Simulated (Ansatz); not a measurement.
**Si₂GeH₇ radical: a ladder of functionals and wavefunction methods**

One table from this session's results is given with a row withheld; the runs are named, their logs left out.

Program: Ansatz 0.2.0, Gaussian basis. Level of theory: functionals in def2-TZVPP, the program's frozen cores in correlated methods. These are calculated values, not measurements.

Plan: LDA (SPW92), PBE-D4, revPBE-D4, BLYP-D4, r2SCAN-D4, B97M-V, PBE0-D4, B3LYP-D4, r2SCANh-D4, r2SCAN0-D4, HSE06-D4, BHLYP-D4, CAM-B3LYP-D4, LC-ωPBE, ωB97X-V, ωB97M-V, B2PLYP, PBE-QIDH; CCSD(T)/def2-SVP; CCSD(T)/def2-TZVPP; MP2/def2-QZVPP; extrapolation to the limit; RPA on PBE.

### The relaxed structure

The geometry comes from an earlier relaxation with PBE0-D4 in a triple-zeta def2 set; it is a stationary point, not always the lowest conformer.

SMILES `[SiH2][GeH2][SiH3]`, 10 atoms, charge 0, spin multiplicity 2.

Atoms are counted from 1 here; the program's logs count them from 0.

Bond lengths: Si1–Ge2 2.371 Å, Si1–H4 1.489 Å, Si1–H5 1.489 Å, Ge2–Si3 2.379 Å, Ge2–H6 1.544 Å, Ge2–H7 1.540 Å, Si3–H8 1.487 Å, Si3–H9 1.486 Å, Si3–H10 1.487 Å. Angles: Ge2–Si1–H4 112.8°, Ge2–Si1–H5 114.4°, H4–Si1–H5 109.6°, Si1–Ge2–Si3 109.9°, Si1–Ge2–H6 110.9°, Si1–Ge2–H7 108.7°, Si3–Ge2–H6 109.7°, Si3–Ge2–H7 110.0°, H6–Ge2–H7 107.5°, Ge2–Si3–H8 109.6°, Ge2–Si3–H9 109.7°, Ge2–Si3–H10 110.8°, H8–Si3–H9 108.8°, H8–Si3–H10 108.9°, H9–Si3–H10 109.0°.

The first run:

in.yaml

```yaml
crystal:
  periodic: [false, false, false]
  atoms:
    - {symbol: Si, position_ang: [-1.908221, 0.629550, -0.839583]}
    - {symbol: Ge, position_ang: [0.377695, 0.792847, -0.230007]}
    - {symbol: Si, position_ang: [1.004393, -1.091599, 1.079714]}
    - {symbol: H, position_ang: [-2.226231, -0.640326, -1.549408]}
    - {symbol: H, position_ang: [-2.419896, 1.784907, -1.627840]}
    - {symbol: H, position_ang: [1.277414, 0.879585, -1.481889]}
    - {symbol: H, position_ang: [0.581690, 2.087882, 0.577387]}
    - {symbol: H, position_ang: [0.764513, -2.337999, 0.305568]}
    - {symbol: H, position_ang: [0.188437, -1.133464, 2.321453]}
    - {symbol: H, position_ang: [2.443206, -1.022484, 1.447605]}
basis:
  gaussian: {orbitals: def2-TZVPP}
magnetization: {spin_polarized: true, initial_magnetization: 1}
hamiltonian: {xc: lda}
output: {orbitals: {seedname: orbitals}}
```

Steps of the session up to this table: LDA; PBE-D4 (GGA); revPBE-D4 (GGA); BLYP-D4 (GGA); r2SCAN-D4 (meta-GGA); B97M-V (meta-GGA); PBE0-D4 (hybrid); B3LYP-D4 (hybrid); r2SCANh-D4 (hybrid); r2SCAN0-D4 (hybrid); HSE06-D4 (hybrid); BHLYP-D4 (hybrid); CAM-B3LYP-D4 (range-separated); LC-ωPBE-D4 (range-separated; the results give it without D4); ωB97X-V (range-separated); ωB97M-V (range-separated); B2PLYP (double hybrid); PBE-QIDH (double hybrid).

One of the session's tables, all rows but one given; the rest of the session is left out.

It belongs to the step «Frontier levels by functional». 

```
  functional  HOMO (eV)  LUMO (eV)  gap (eV)
 LDA (SPW92)      -5.14      -3.99      1.15
      PBE-D4      -5.20      -3.57      1.63
   revPBE-D4      -5.18      -3.43      1.76
     BLYP-D4      -4.95      -3.58      1.36
   r2SCAN-D4      -5.56      -3.13      2.43
      B97M-V      -5.33      -3.79      1.54
     PBE0-D4      -6.24      -2.67      3.58
    B3LYP-D4      -5.93      -3.04      2.89
  r2SCANh-D4      -5.93      -2.83      3.10
  r2SCAN0-D4      -6.50      -2.40      4.10
    HSE06-D4          ?          ?         ?
    BHLYP-D4      -7.05      -1.87      5.17
CAM-B3LYP-D4      -7.37      -1.77      5.60
     LC-ωPBE      -8.82      -0.37      8.44
     ωB97X-V      -8.29      -0.93      7.36
     ωB97M-V      -7.95      -1.07      6.87
```

**Question.** Estimate the row for HSE06-D4.

As computed: HOMO (eV): -5.85; LUMO (eV): -3.05; gap (eV): 2.80. In the column «HOMO (eV)» it lies between r2SCANh-D4 (-5.93) and r2SCAN-D4 (-5.56).
